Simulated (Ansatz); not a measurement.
# Li+ with CH6Si: superposition error and deformation, part 2 of 2

Ansatz 0.2.0, Gaussian basis. Earlier steps stand in the parts before.

## 11. B3LYP-D4/def2-TZVPPD

File free-b/in.yaml:

```yaml
crystal:
  periodic: [false, false, false]
  atoms:
    - {symbol: C, position_ang: [-0.389649, 0.291037, -0.414447]}
    - {symbol: Si, position_ang: [0.751027, -0.560612, 0.799173]}
    - {symbol: H, position_ang: [-1.404396, -0.105144, -0.335729]}
    - {symbol: H, position_ang: [-0.044985, 0.141891, -1.440036]}
    - {symbol: H, position_ang: [-0.428106, 1.365345, -0.221468]}
    - {symbol: H, position_ang: [0.280342, -0.356374, 2.196287]}
    - {symbol: H, position_ang: [2.133452, -0.019961, 0.690588]}
    - {symbol: H, position_ang: [0.802228, -2.024458, 0.535128]}
basis:
  gaussian: {orbitals: "def2-TZVPPD.json"}
hamiltonian: {xc: {name: B3LYP}, dispersion: d4}
```

On the command line:

```sh
$ ansatz run in.yaml --threads 2 --pin off --events-out ev --progress --plain --max-ram 5222MiB
```

Standard output:

```text
Functional definition: B3LYP
  name "B3LYP"
  cite "Stephens, Devlin, Chabalowski & Frisch, J. Phys. Chem. 98, 11623 (1994) doi:10.1021/j100096a001"
  cite "Becke, Phys. Rev. A 38, 3098 (1988) doi:10.1103/PhysRevA.38.3098"
  cite "Lee, Yang & Parr, Phys. Rev. B 37, 785 (1988) doi:10.1103/PhysRevB.37.785"
  cite "Vosko, Wilk & Nusair, Can. J. Phys. 58, 1200 (1980) doi:10.1139/p80-159"
  parameter a0 = 0.2
  parameter ax = 0.72
  parameter ac = 0.81
  exchange = (1 - a0 - ax)*slater_x + ax*b88_x + a0*exact_x
  correlation = (1 - ac)*vwn_rpa_c + ac*lyp_c
843 factors; their error is unknown
mean field evaluation 1: about -9008.0831 eV, gradient 5.2e1 eV
mean field evaluation 2: about -9004.2682 eV, gradient 6.0e1 eV
mean field evaluation 4: about -9014.1049 eV, gradient 9.4e-1 eV
mean field evaluation 8: about -9014.1042 eV, gradient 1.5e-2 eV
mean field -9014.10423742 eV, -331.2622207457 hartree, gradient 1.3e-5 eV, S^2 0.000000; 0 other end points of the search recorded, 0 dependent functions left out
reference -9014.10448788 eV, -331.2622299502 hartree; 13, 13 occupied and 174, 174 virtual orbitals, 843 factors
Total energy: -9014.26892138 eV, -331.2682727698 hartree
```

Wall time 2.4 s (2 threads of Arm Neoverse V1, shared host).

## 12. wB97X-V/def2-TZVPPD

Changes to free-b/in.yaml since step 11:

```diff
@@ -13,2 +13,2 @@
   gaussian: {orbitals: "def2-TZVPPD.json"}
-hamiltonian: {xc: {name: B3LYP}, dispersion: d4}
+hamiltonian: {xc: {name: wB97X-V}}
```

On the command line:

```sh
$ ansatz run in.yaml --threads 2 --pin off --events-out ev --progress --plain --max-ram 5222MiB
```

Standard output (excerpt; [...] marks lines left out):

```text
[... 5 set-up lines as earlier in the session ...]
[...]
      + integral(e_c_pw_opposite_spin*poly(b97_u_opposite, cos0, cos1)) + vv10(b, c)
843 factors; their error is unknown
273 factors; integrals over basis functions are off by at most 1.2e-5 eV
[...]
mean field -9011.67578105 eV, -331.1729766203 hartree, gradient 2.6e-5 eV, S^2 0.000000; 0 other end points of the search recorded, 0 dependent functions left out
reference -9011.67577904 eV, -331.1729765465 hartree; 13, 13 occupied and 174, 174 virtual orbitals, 843 factors
Total energy: -9011.67577904 eV, -331.1729765465 hartree
```

Wall time 6 s (2 threads of Arm Neoverse V1, shared host).

## 13. wB97M-V/def2-TZVPPD

Changes to free-b/in.yaml since step 12:

```diff
@@ -13,2 +13,2 @@
   gaussian: {orbitals: "def2-TZVPPD.json"}
-hamiltonian: {xc: {name: wB97X-V}}
+hamiltonian: {xc: {name: wB97M-V}}
```

On the command line:

```sh
$ ansatz run in.yaml --threads 2 --pin off --events-out ev --progress --plain --max-ram 5222MiB
```

Standard output (excerpt; [...] marks lines left out):

```text
[... 5 set-up lines as earlier in the session ...]
  # Of w^i u^j: cxij and so on, Table III.
[...]
  gx(w, u) = 1 - cx + cx01*u + cx10*w
  gss(w, u) = css00 + css04*u^4 + css10*w + css20*w^2 + css43*w^4*u^3
  gos(w, u) = cos00 + cos10*w + (cos20 + cos21*u)*w^2 + (cos60 + cos61*u)*w^6
[...]
      + integral(e_c_pw_mod_opposite_spin*gos(b97_w_opposite, b97_u_opposite)) + vv10(b, c)
838 factors; their error is unknown
273 factors; integrals over basis functions are off by at most 1.2e-5 eV
[...]
mean field -9011.52348833 eV, -331.1673799661 hartree, gradient 1.2e-5 eV, S^2 0.000000; 0 other end points of the search recorded, 0 dependent functions left out
reference -9011.52353993 eV, -331.1673818624 hartree; 13, 13 occupied and 174, 174 virtual orbitals, 838 factors
Total energy: -9011.52353993 eV, -331.1673818624 hartree
```

Wall time 7.5 s (2 threads of Arm Neoverse V1, shared host).

## 14. B2PLYP/def2-TZVPPD

Changes to free-b/in.yaml since step 13:

```diff
@@ -13,2 +13,2 @@
   gaussian: {orbitals: "def2-TZVPPD.json"}
-hamiltonian: {xc: {name: wB97M-V}}
+hamiltonian: {xc: {name: B2PLYP}}
```

On the command line:

```sh
$ ansatz run in.yaml --threads 2 --pin off --events-out ev --progress --plain --max-ram 5222MiB
```

Standard output (excerpt; [...] marks lines left out):

```text
[... 5 set-up lines as earlier in the session ...]
[...]
1026 factors; integrals over basis functions are off by at most 1.3e-3 eV
[...]
mean field -9005.88537651 eV, -330.9601831785 hartree, gradient 7.5e-6 eV, S^2 0.000000; 0 other end points of the search recorded, 0 dependent functions left out
6 core orbitals not correlated: weight in the atoms' cores, before any rotation towards them, 1.000 or more for the frozen orbitals, at most 0.000 for the correlated occupied ones
reference -9005.88553062 eV, -330.9601888419 hartree; 7, 7 occupied and 174, 174 virtual orbitals, 1026 factors
second order -10.54463172 eV of doubles, -0.00000000 eV of singles
Total energy: -9008.73258118 eV, -331.0648160203 hartree
```

Wall time 3.8 s (2 threads of Arm Neoverse V1, shared host).

## 15. BLYP-D4/def2-TZVPPD

Changes to free-b/in.yaml since step 14:

```diff
@@ -13,2 +13,2 @@
   gaussian: {orbitals: "def2-TZVPPD.json"}
-hamiltonian: {xc: {name: B2PLYP}}
+hamiltonian: {xc: {name: BLYP}, dispersion: d4}
```

On the command line:

```sh
$ ansatz run in.yaml --threads 2 --pin off --events-out ev --progress --plain --max-ram 5222MiB
```

Standard output:

```text
Functional definition: BLYP
  name "BLYP"
[... 2 set-up lines as earlier in the session ...]
  parameter beta = 0.0042
  parameter a = 0.04918
  parameter b = 0.132
  parameter c = 0.2533
  parameter d = 0.349
  exchange = b88_x(beta = beta)
  correlation = lyp_c(a = a, b = b, c = c, d = d)
833 factors; their error is unknown
mean field evaluation 1: about -9003.0576 eV, gradient 6.3e1 eV
mean field evaluation 2: about -8988.7220 eV, gradient 8.7e1 eV
mean field evaluation 4: about -9012.2304 eV, gradient 3.0e0 eV
mean field evaluation 8: about -9012.2537 eV, gradient 3.7e-2 eV
mean field evaluation 16: about -9012.2254 eV, gradient 3.4e-5 eV
mean field -9012.22541314 eV, -331.1931752272 hartree, gradient 3.4e-5 eV, S^2 0.000000; 0 other end points of the search recorded, 0 dependent functions left out
reference -9012.22575875 eV, -331.1931879279 hartree; 13, 13 occupied and 174, 174 virtual orbitals, 833 factors
Total energy: -9012.45684751 eV, -331.2016802834 hartree
```

Run time: 1.9 s. Hardware: 2 threads of Arm Neoverse V1, shared host.

## 16. revPBE-D4/def2-TZVPPD

Changes to free-b/in.yaml since step 15:

```diff
@@ -13,2 +13,2 @@
   gaussian: {orbitals: "def2-TZVPPD.json"}
-hamiltonian: {xc: {name: BLYP}, dispersion: d4}
+hamiltonian: {xc: {name: revPBE}, dispersion: d4}
```

On the command line:

```sh
$ ansatz run in.yaml --threads 2 --pin off --events-out ev --progress --plain --max-ram 5222MiB
```

Standard output (excerpt; [...] marks lines left out):

```text
Functional definition: revPBE
  name "revPBE"
  cite "Zhang & Yang, Phys. Rev. Lett. 80, 890 (1998) doi:10.1103/PhysRevLett.80.890"
[... 1 set-up line as earlier in the session ...]
  parameter kappa = 1.245
[... 3 set-up lines as earlier in the session ...]
833 factors; their error is unknown
mean field evaluation 1: about -9003.4207 eV, gradient 5.8e1 eV
mean field evaluation 2: about -8992.2625 eV, gradient 7.9e1 eV
mean field evaluation 4: about -9011.2234 eV, gradient 2.5e0 eV
mean field evaluation 8: about -9011.2381 eV, gradient 2.9e-2 eV
mean field evaluation 16: about -9011.2111 eV, gradient 3.5e-5 eV
mean field -9011.21114977 eV, -331.1559017358 hartree, gradient 3.5e-5 eV, S^2 0.000000; 0 other end points of the search recorded, 0 dependent functions left out
reference -9011.21120431 eV, -331.1559037401 hartree; 13, 13 occupied and 174, 174 virtual orbitals, 833 factors
Total energy: -9011.55788102 eV, -331.1686438741 hartree
```

Wall time 1.7 s (2 threads of Arm Neoverse V1, shared host).

## 17. B97M-V/def2-TZVPPD

Changes to free-b/in.yaml since step 16:

```diff
@@ -13,2 +13,2 @@
   gaussian: {orbitals: "def2-TZVPPD.json"}
-hamiltonian: {xc: {name: revPBE}, dispersion: d4}
+hamiltonian: {xc: {name: B97M-V}}
```

On the command line:

```sh
$ ansatz run in.yaml --threads 2 --pin off --events-out ev --progress --plain --max-ram 5222MiB
```

Standard output (excerpt; [...] marks lines left out):

```text
[... 5 set-up lines as earlier in the session ...]
  # Of w^i u^j: cxij and so on, Table III.
[...]
  gx(w, u) = cx00 + cx01*u + cx02*u^2 + (cx10 + cx11*u)*w
  gss(w, u) = css00 + css02*u^2 + css10*w + (css32*w^3 + css42*w^4)*u^2
  gos(w, u) = cos00 + cos01*u + cos03*u^3 + cos10*w + cos32*w^3*u^2
[...]
      + integral(e_c_pw_mod_opposite_spin*gos(b97_w_opposite, b97_u_opposite)) + vv10(b, c)
833 factors; their error is unknown
[...]
mean field -9011.24503160 eV, -331.1571468701 hartree, gradient 1.9e-5 eV, S^2 0.000000; 0 other end points of the search recorded, 0 dependent functions left out
reference -9011.24509239 eV, -331.1571491039 hartree; 13, 13 occupied and 174, 174 virtual orbitals, 833 factors
Total energy: -9011.24509239 eV, -331.1571491039 hartree
```

Run time: 7.5 s. Hardware: 2 threads of Arm Neoverse V1, shared host.

## 18. HSE06-D4/def2-TZVPPD

Changes to free-b/in.yaml since step 17:

```diff
@@ -13,2 +13,2 @@
   gaussian: {orbitals: "def2-TZVPPD.json"}
-hamiltonian: {xc: {name: B97M-V}}
+hamiltonian: {xc: hse06, dispersion: d4}
```

On the command line:

```sh
$ ansatz run in.yaml --threads 2 --pin off --events-out ev --progress --plain --max-ram 5222MiB
```

Standard output (excerpt; [...] marks lines left out):

```text
Functional definition: HSE06
  name "HSE06"
  cite "Heyd, Scuseria & Ernzerhof, J. Chem. Phys. 118, 8207 (2003) doi:10.1063/1.1564060"
  cite "Krukau, Vydrov, Izmaylov & Scuseria, J. Chem. Phys. 125, 224106 (2006) doi:10.1063/1.2404663"
  cite "Heyd & Scuseria, J. Chem. Phys. 120, 7274 (2004) doi:10.1063/1.1668634"
  cite "Ernzerhof & Perdew, J. Chem. Phys. 109, 3313 (1998) doi:10.1063/1.476928"
[... 2 set-up lines as earlier in the session ...]
[...]
  # The whole range is PBE's own exchange, as in plane waves. The composition of these papers is wPBEh.
[...]
850 factors; their error is unknown
99 factors; integrals over basis functions are off by at most 2.7e-6 eV
[...]
mean field -9008.10614142 eV, -331.0417947837 hartree, gradient 4.7e-5 eV, S^2 0.000000; 0 other end points of the search recorded, 0 dependent functions left out
reference -9008.10618124 eV, -331.0417962469 hartree; 13, 13 occupied and 174, 174 virtual orbitals, 850 factors
Total energy: -9008.18394737 eV, -331.0446540995 hartree
```

Wall time 2.2 s (2 threads of Arm Neoverse V1, shared host).

## 19. CCSD(T)/def2-TZVPPD

Changes to free-b/in.yaml since step 18:

```diff
@@ -13,2 +13,2 @@
   gaussian: {orbitals: "def2-TZVPPD.json"}
-hamiltonian: {xc: hse06, dispersion: d4}
+correlation: {method: ccsd_t}
```

On the command line:

```sh
$ ansatz run in.yaml --threads 2 --pin off --events-out ev --progress --plain --max-ram 5222MiB
```

Standard output (excerpt; [...] marks lines left out):

```text
[... 4 set-up lines as earlier in the session ...]
[...]
1026 factors; integrals over basis functions are off by at most 1.3e-3 eV
[...]
mean field -8988.50969264 eV, -330.3216385738 hartree, gradient 2.3e-6 eV, S^2 0.000000; 0 other end points of the search recorded, 0 dependent functions left out
6 core orbitals not correlated: weight in the atoms' cores, before any rotation towards them, 1.000 or more for the frozen orbitals, at most 0.000 for the correlated occupied ones
reference -8988.50969264 eV, -330.3216385738 hartree; 7, 7 occupied and 174, 174 virtual orbitals, 1026 factors
second order -8.68923890 eV of doubles, -0.00000000 eV of singles
cycle   1  -9.44001788 eV  change   -7.5e-1 eV  update   6.4e-2
[...]
cycle   8  -9.75667615 eV  change   -6.9e-6 eV  update   1.4e-5
perturbative correction -0.31208346 eV, -0.0114688555 hartree
Total energy: -8998.57845225 eV, -330.6916586646 hartree
```

Wall time 20 s (2 threads of Arm Neoverse V1, shared host); peak memory 1.8 GiB.

## 20. The split

```tsv
method	interaction with counterpoise (kcal/mol)	without	superposition error	deformation	binding energy
PBE-D4	-19.14	-19.20	0.06	2.33	-16.81
revPBE-D4	-18.21	-18.28	0.07	2.23	-15.99
BLYP-D4	-18.91	-18.99	0.08	2.31	-16.60
r2SCAN-D4	-17.43	-17.46	0.04	2.66	-14.77
B97M-V	-16.81	-16.85	0.04	2.98	-13.84
PBE0-D4	-19.17	-19.21	0.04	2.63	-16.54
B3LYP-D4	-19.19	-19.26	0.06	2.60	-16.60
HSE06-D4	-19.18	-19.22	0.04	2.62	-16.55
wB97X-V	-18.45	-18.51	0.06	2.64	-15.81
wB97M-V	-18.56	-18.62	0.06	2.60	-15.96
B2PLYP	-18.72	-18.84	0.11	2.61	-16.11
Hartree-Fock	-17.28	-17.30	0.02	3.05	-14.22
MP2	-17.66	-17.91	0.25	2.53	-15.13
CCSD	-17.53	-17.80	0.27	2.58	-14.95
CCSD(T)	-17.46	-17.74	0.28	2.46	-15.00
```

## 21. Results

What follows sums up all 2 parts.

| quantity | value |
| --- | --- |
| interaction, CCSD(T) | -17.46 kcal/mol |
| superposition error | 0.28 kcal/mol |
| deformation | 2.46 kcal/mol |
| binding energy | -15.00 kcal/mol |

In this basis the superposition error is 0.28 kcal/mol for CCSD(T) and 0.06 kcal/mol on average for the plain functionals: correlated methods borrow far more, since they need many more functions to converge. Deformation takes back 14 % of the interaction.
